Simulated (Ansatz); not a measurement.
# H7N2PSn: two geometries relaxed

Aim: relax the geometries before and after the inversion of the pyramid at N1, and see whether they are two minima and how far apart in energy. SMILES of the start: N[P](N)[SnH3].

Method: RKS BHLYP/def2-SVP, in Ansatz 0.2.0.

### Step 1. Starting point

Bond lengths: N1–P2 1.757 Å, P2–N3 1.764 Å, P2–Sn4 2.523 Å, N1–H5 1.109 Å, N1–H6 1.062 Å, N3–H7 1.059 Å, N3–H8 1.040 Å, Sn4–H9 1.767 Å, Sn4–H10 1.734 Å, Sn4–H11 1.679 Å. Angles (14 of 15 angles, heavy atoms first): N1–P2–N3 92.3°, N1–P2–Sn4 93.1°, N3–P2–Sn4 92.5°, P2–N1–H5 105.9°, P2–N1–H6 109.7°, P2–N3–H7 109.9°, P2–N3–H8 110.6°, P2–Sn4–H9 105.4°, P2–Sn4–H10 107.5°, P2–Sn4–H11 109.3°, H5–N1–H6 102.0°, H7–N3–H8 105.8°, H9–Sn4–H10 110.1°, H9–Sn4–H11 110.7°.

Coordinates:

```xyz
11

N    -0.7456    1.3325    0.7142
P    -0.8326   -0.4127    0.5277
N     0.6587   -0.6549    1.4385
Sn    0.3889   -0.3770   -1.6800
H    -1.5265    1.7493    0.0461
H    -1.1061    1.6083    1.6744
H     0.9909   -1.6541    1.3263
H     0.4915   -0.5247    2.4562
H    -0.7862    0.2220   -2.8559
H     0.8310   -2.0102   -2.0572
H     1.7015    0.6644   -1.5697
```

### Step 2. End point A

Contents of input.yaml:

```yaml
crystal:
  periodic: [false, false, false]
  atoms:
    - { symbol: "N", position_ang: [-0.7456, 1.3325, 0.7142] }
    - { symbol: P, position_ang: [-0.8326, -0.4127, 0.5277] }
    - { symbol: "N", position_ang: [0.6587, -0.6549, 1.4385] }
    - { symbol: Sn, position_ang: [0.3889, -0.377, -1.68] }
    - { symbol: H, position_ang: [-1.5265, 1.7493, 0.0461] }
    - { symbol: H, position_ang: [-1.1061, 1.6083, 1.6744] }
    - { symbol: H, position_ang: [0.9909, -1.6541, 1.3263] }
    - { symbol: H, position_ang: [0.4915, -0.5247, 2.4562] }
    - { symbol: H, position_ang: [-0.7862, 0.222, -2.8559] }
    - { symbol: H, position_ang: [0.831, -2.0102, -2.0572] }
    - { symbol: H, position_ang: [1.7015, 0.6644, -1.5697] }
basis:
  gaussian: { orbitals: def2-SVP }
hamiltonian:
  xc: { name: BHLYP }
relax:
  f_tol: 0.015
  max_steps: 40
```

Command:

```bash
ansatz run input.yaml --threads 2 --pin off --max-ram 3072MiB --backend cpu --events-out ev --progress --plain --runs-dir out
```

Output, shortened:

```text
Warning: RAYON_NUM_THREADS=2 ignored (pool sized by the plan → 2); use --threads N
[...]
Functional definition: BHLYP
[...]
1254 factors; integrals over basis functions are off by at most 3.2e-4 eV
[...]
mean field -18203.82713248 eV, -668.9783081214 hartree, gradient 3.4e-5 eV, S^2 0.000000; 0 other end points of the search recorded, 0 dependent functions left out
[...]
reference -18203.82733319 eV, -668.9783154974 hartree; 29, 29 occupied and 78, 78 virtual orbitals, 1254 factors
relax step   1: F+E_penalty+E_count = -18203.82713248 eV  Δ(F+E_penalty+E_count) = +0.000e0 eV  max|allowed force component| = 3.327e0 eV/Å  Δτ_max = 0.0000 Å  (27 SCF iters, accepted)
[...]
relax step   3: F+E_penalty+E_count = -18204.13055645 eV  Δ(F+E_penalty+E_count) = -3.128e-2 eV  max|allowed force component| = 6.702e-1 eV/Å  Δτ_max = 0.1545 Å  (30 SCF iters, accepted)
[...]
relax step   5: F+E_penalty+E_count = -18204.20287425 eV  Δ(F+E_penalty+E_count) = -1.537e-2 eV  max|allowed force component| = 3.674e-1 eV/Å  Δτ_max = 0.2000 Å  (29 SCF iters, accepted)
[...]
relax step   7: F+E_penalty+E_count = -18204.25638361 eV  Δ(F+E_penalty+E_count) = -7.811e-3 eV  max|allowed force component| = 9.967e-1 eV/Å  Δτ_max = 0.1427 Å  (30 SCF iters, accepted)
[...]
relax step   9: F+E_penalty+E_count = -18204.48988807 eV  Δ(F+E_penalty+E_count) = -1.148e-1 eV  max|allowed force component| = 6.266e-1 eV/Å  Δτ_max = 0.2000 Å  (29 SCF iters, accepted)
[...]
relax step  10: F+E_penalty+E_count = -18204.57529910 eV  Δ(F+E_penalty+E_count) = -8.541e-2 eV  max|allowed force component| = 6.549e-1 eV/Å  Δτ_max = 0.1998 Å  (29 SCF iters, accepted)
[...]
relax step  11: F+E_penalty+E_count = -18204.63845296 eV  Δ(F+E_penalty+E_count) = -6.315e-2 eV  max|allowed force component| = 3.014e-1 eV/Å  Δτ_max = 0.2000 Å  (29 SCF iters, accepted)
[...]
1254 factors; integrals over basis functions are off by at most 4.9e-4 eV
```

### Step 3. The output, continued: end point A relaxed

The log, continued, shortened:

```text
mean field -18204.68453981 eV, -669.0098172598 hartree, gradient 1.4e-5 eV, S^2 0.000000; 0 other end points of the search recorded, 0 dependent functions left out
[...]
reference -18204.68474096 eV, -669.0098246518 hartree; 29, 29 occupied and 78, 78 virtual orbitals, 1254 factors
relax step  12: F+E_penalty+E_count = -18204.68453981 eV  Δ(F+E_penalty+E_count) = -4.609e-2 eV  max|allowed force component| = 1.045e0 eV/Å  Δτ_max = 0.1999 Å  (29 SCF iters, accepted)
[...]
relax step  18: F+E_penalty+E_count = -18204.76904192 eV  Δ(F+E_penalty+E_count) = -9.998e-4 eV  max|allowed force component| = 2.017e-2 eV/Å  Δτ_max = 0.0123 Å  (24 SCF iters, accepted)
[...]
relax step  19: F+E_penalty+E_count = -18204.76906290 eV  Δ(F+E_penalty+E_count) = -2.098e-5 eV  max|allowed force component| = 1.147e-2 eV/Å  Δτ_max = 0.0020 Å  (21 SCF iters, accepted)
[...]
Atom 1 at    -0.847194    -0.411071     0.585907 Å, force     0.001492    -0.011465    -0.000327 eV/Å
Atom 2 at     0.537506    -0.886351     1.474451 Å, force     0.002729     0.004545     0.000933 eV/Å
Atom 3 at     0.187692    -0.502436    -1.709498 Å, force     0.001569     0.001216    -0.001009 eV/Å
Atom 4 at    -0.254046     1.912291     0.531104 Å, force     0.000231     0.000274     0.000750 eV/Å
Atom 5 at    -1.656520     1.631966     1.385814 Å, force     0.002992     0.000398    -0.001584 eV/Å
Atom 6 at     1.413266    -0.392789     1.387014 Å, force    -0.003440    -0.002044     0.000833 eV/Å
Atom 7 at     0.374632    -1.177733     2.425759 Å, force     0.001156    -0.000584    -0.001741 eV/Å
Atom 8 at    -0.914994     0.032637    -2.898515 Å, force    -0.000010     0.001037     0.000696 eV/Å
Atom 9 at     0.700144    -2.085655    -2.092666 Å, force    -0.000508    -0.001193    -0.000230 eV/Å
Atom 10 at     1.559827     0.533462    -1.739080 Å, force    -0.000019    -0.001590     0.000185 eV/Å
Dipole moment:     0.204434     0.309325     0.435369 e Å
```

It took 67 s on 2 threads of Intel Xeon Platinum 8488C (Sapphire Rapids), shared host; peak memory 0.27 GiB.

The steps of the relaxation:

| step | energy from step 1 (eV) | largest force component (eV/Å) |
| --- | --- | --- |
| 1 | 0.0000 | 3.3271 |
| 2 | -0.2721 | 0.9720 |
| 3 | -0.3034 | 0.6702 |
| 4 | -0.3604 | 0.4671 |
| 5 | -0.3757 | 0.3674 |
| 6 | -0.4214 | 0.2038 |
| 7 | -0.4293 | 0.9967 |
| 8 | -0.5479 | 0.4585 |
| 9 | -0.6628 | 0.6266 |
| 10 | -0.7482 | 0.6549 |
| 11 | -0.8113 | 0.3014 |
| 12 | -0.8574 | 1.0455 |
| 13 | -0.9265 | 0.4390 |
| 14x | -0.8872 | 0.5890 |
| 15 | -0.9384 | 0.1484 |
| 16 | -0.9404 | 0.1036 |
| 17 | -0.9409 | 0.1096 |
| 18 | -0.9419 | 0.0202 |
| 19 | -0.9419 | 0.0115 |

Step 1 is the start. 1 step was tried and not accepted (marked x).

After: Bond lengths: N1–P2 1.712 Å, P2–N3 1.713 Å, P2–Sn4 2.520 Å, N1–H5 1.009 Å, N1–H6 1.008 Å, N3–H7 1.009 Å, N3–H8 1.008 Å, Sn4–H9 1.708 Å, Sn4–H10 1.708 Å, Sn4–H11 1.720 Å. Angles (14 of 15 angles, heavy atoms first): N1–P2–N3 109.8°, N1–P2–Sn4 97.2°, N3–P2–Sn4 97.5°, P2–N1–H5 121.5°, P2–N1–H6 116.1°, P2–N3–H7 121.4°, P2–N3–H8 116.1°, P2–Sn4–H9 111.0°, P2–Sn4–H10 111.2°, P2–Sn4–H11 108.8°, H5–N1–H6 111.4°, H7–N3–H8 111.3°, H9–Sn4–H10 109.2°, H9–Sn4–H11 108.3°.

### Step 4. End point B

The second end starts from a geometry with the move made by hand.

input.yaml, as its differences from that of step 2:

```diff
@@ -7,4 +7,4 @@
     - { symbol: Sn, position_ang: [0.3889, -0.377, -1.68] }
-    - { symbol: H, position_ang: [-1.5265, 1.7493, 0.0461] }
-    - { symbol: H, position_ang: [-1.1061, 1.6083, 1.6744] }
+    - { symbol: H, position_ang: [-0.23944, 1.71112, -0.19703] }
+    - { symbol: H, position_ang: [-0.04477, 1.57682, 1.47391] }
     - { symbol: H, position_ang: [0.9909, -1.6541, 1.3263] }
@@ -21 +21,3 @@
   max_steps: 40
+output:
+  orbitals: {}
```

Command:

```bash
ansatz run input.yaml --threads 2 --pin off --max-ram 3072MiB --backend cpu --events-out ev --progress --plain --runs-dir out
```

Output, shortened:

```text
Warning: RAYON_NUM_THREADS=2 ignored (pool sized by the plan → 2); use --threads N
[...]
[... 1 set-up line as earlier in the session ...]
[...]
1253 factors; integrals over basis functions are off by at most 3.3e-4 eV
[...]
mean field -18203.55981909 eV, -668.9684845354 hartree, gradient 3.2e-5 eV, S^2 0.000000; 0 other end points of the search recorded, 0 dependent functions left out
[...]
reference -18203.56001306 eV, -668.9684916637 hartree; 29, 29 occupied and 78, 78 virtual orbitals, 1253 factors
relax step   1: F+E_penalty+E_count = -18203.55981909 eV  Δ(F+E_penalty+E_count) = +0.000e0 eV  max|allowed force component| = 3.012e0 eV/Å  Δτ_max = 0.0000 Å  (27 SCF iters, accepted)
[...]
relax step   4: F+E_penalty+E_count = -18204.18320472 eV  Δ(F+E_penalty+E_count) = -1.289e-1 eV  max|allowed force component| = 6.796e-1 eV/Å  Δτ_max = 0.1320 Å  (30 SCF iters, accepted)
[...]
relax step   7: F+E_penalty+E_count = -18204.55473800 eV  Δ(F+E_penalty+E_count) = -1.305e-1 eV  max|allowed force component| = 3.809e-1 eV/Å  Δτ_max = 0.2000 Å  (29 SCF iters, accepted)
[...]
relax step  10: F+E_penalty+E_count = -18204.71145479 eV  Δ(F+E_penalty+E_count) = -3.477e-2 eV  max|allowed force component| = 2.143e-1 eV/Å  Δτ_max = 0.1999 Å  (30 SCF iters, accepted)
[...]
relax step  13: F+E_penalty+E_count = -18204.73554930 eV  Δ(F+E_penalty+E_count) = -1.565e-2 eV  max|allowed force component| = 5.995e-2 eV/Å  Δτ_max = 0.0609 Å  (30 SCF iters, accepted)
[...]
relax step  14: F+E_penalty+E_count = -18204.74157122 eV  Δ(F+E_penalty+E_count) = -6.022e-3 eV  max|allowed force component| = 2.829e-1 eV/Å  Δτ_max = 0.1000 Å  (30 SCF iters, accepted)
[...]
1253 factors; integrals over basis functions are off by at most 4.5e-4 eV
```

### Step 5. The output, continued: end point B relaxed

Output, continued, shortened:

```text
mean field -18204.74426413 eV, -669.0120120879 hartree, gradient 7.8e-6 eV, S^2 0.000000; 0 other end points of the search recorded, 0 dependent functions left out
[...]
reference -18204.74446353 eV, -669.0120194159 hartree; 29, 29 occupied and 78, 78 virtual orbitals, 1253 factors
relax step  15: F+E_penalty+E_count = -18204.74426413 eV  Δ(F+E_penalty+E_count) = -2.693e-3 eV  max|allowed force component| = 5.644e-1 eV/Å  Δτ_max = 0.0660 Å  (30 SCF iters, accepted)
[...]
relax step  17: F+E_penalty+E_count = -18204.76663528 eV  Δ(F+E_penalty+E_count) = -2.528e-3 eV  max|allowed force component| = 1.177e-1 eV/Å  Δτ_max = 0.0938 Å  (30 SCF iters, accepted)
[...]
relax step  19: F+E_penalty+E_count = -18204.76885122 eV  Δ(F+E_penalty+E_count) = -2.774e-4 eV  max|allowed force component| = 1.619e-2 eV/Å  Δτ_max = 0.0244 Å  (25 SCF iters, accepted)
[...]
Atom 1 at    -0.676328    -0.257560     0.570277 Å, force    -0.004495    -0.001936     0.004606 eV/Å
Atom 2 at     0.626399    -0.967449     1.425627 Å, force    -0.000315     0.001663    -0.004736 eV/Å
Atom 3 at     0.263759    -0.538299    -1.750669 Å, force     0.000923     0.001280     0.003527 eV/Å
Atom 4 at     0.317070     1.923383     0.484982 Å, force    -0.000636     0.001261    -0.000186 eV/Å
Atom 5 at    -1.089224     1.898901     1.377185 Å, force    -0.001088    -0.002948     0.001082 eV/Å
Atom 6 at     1.572956    -0.637595     1.310864 Å, force     0.001541     0.000332     0.000084 eV/Å
Atom 7 at     0.441235    -1.224787     2.382587 Å, force    -0.001432     0.000250    -0.000120 eV/Å
Atom 8 at    -0.746956     0.198046    -2.913518 Å, force     0.000147     0.000077     0.000421 eV/Å
Atom 9 at     0.457566    -2.189352    -2.141307 Å, force    -0.000805    -0.000033     0.000569 eV/Å
Atom 10 at     1.806037     0.218730    -1.816476 Å, force     0.001930    -0.000018    -0.001636 eV/Å
Dipole moment:     0.268185     0.268027     0.427155 e Å
```

Run time: 82 s. Hardware: 2 threads of Intel Xeon Platinum 8488C (Sapphire Rapids), shared host; peak memory 0.28 GiB.

Step by step:

| step | energy from step 1 (eV) | largest force component (eV/Å) |
| --- | --- | --- |
| 1 | 0.0000 | 3.0118 |
| 2 | -0.4761 | 1.2982 |
| 3 | -0.4945 | 1.1710 |
| 4 | -0.6234 | 0.6796 |
| 5 | -0.7332 | 0.7462 |
| 6 | -0.8644 | 0.6403 |
| 7 | -0.9949 | 0.3809 |
| 8 | -1.0694 | 0.2786 |
| 9 | -1.1169 | 0.2951 |
| 10 | -1.1516 | 0.2143 |
| 11 | -1.1601 | 0.2613 |
| 12x | -1.1583 | 1.1244 |
| 13 | -1.1757 | 0.0599 |
| 14 | -1.1818 | 0.2829 |
| 15 | -1.1844 | 0.5644 |
| 16 | -1.2043 | 0.0567 |
| 17 | -1.2068 | 0.1177 |
| 18 | -1.2088 | 0.0325 |
| 19 | -1.2090 | 0.0162 |
| 20 | -1.2091 | 0.0343 |
| 21x | -1.2089 | 0.0517 |
| 22 | -1.2093 | 0.0159 |
| 23 | -1.2093 | 0.0047 |

Step 1 is the start. 2 steps were tried and not accepted (marked x).

After: Bond lengths: N1–P2 1.713 Å, P2–N3 1.713 Å, P2–Sn4 2.520 Å, N1–H5 1.009 Å, N1–H6 1.008 Å, N3–H7 1.009 Å, N3–H8 1.008 Å, Sn4–H9 1.708 Å, Sn4–H10 1.708 Å, Sn4–H11 1.719 Å. Angles (14 of 15 angles, heavy atoms first): N1–P2–N3 109.8°, N1–P2–Sn4 97.3°, N3–P2–Sn4 97.5°, P2–N1–H5 121.4°, P2–N1–H6 116.2°, P2–N3–H7 121.4°, P2–N3–H8 116.1°, P2–Sn4–H9 111.0°, P2–Sn4–H10 111.1°, P2–Sn4–H11 108.7°, H5–N1–H6 111.3°, H7–N3–H8 111.3°, H9–Sn4–H10 109.2°, H9–Sn4–H11 108.4°.

### Step 6. What came out

| quantity | value |
| --- | --- |
| end A | 17 moves, 0.942 eV lower |
| end B | 20 moves, 1.209 eV lower |
| largest difference between the ends | 0.02 Å |
| end B relative to end A | -0.000 eV |

**Reading.** Both starts fell into the same minimum (no atom differs by more than 0.02 Å), so from this start no second minimum was found and no band was run; another arrangement could still be one.
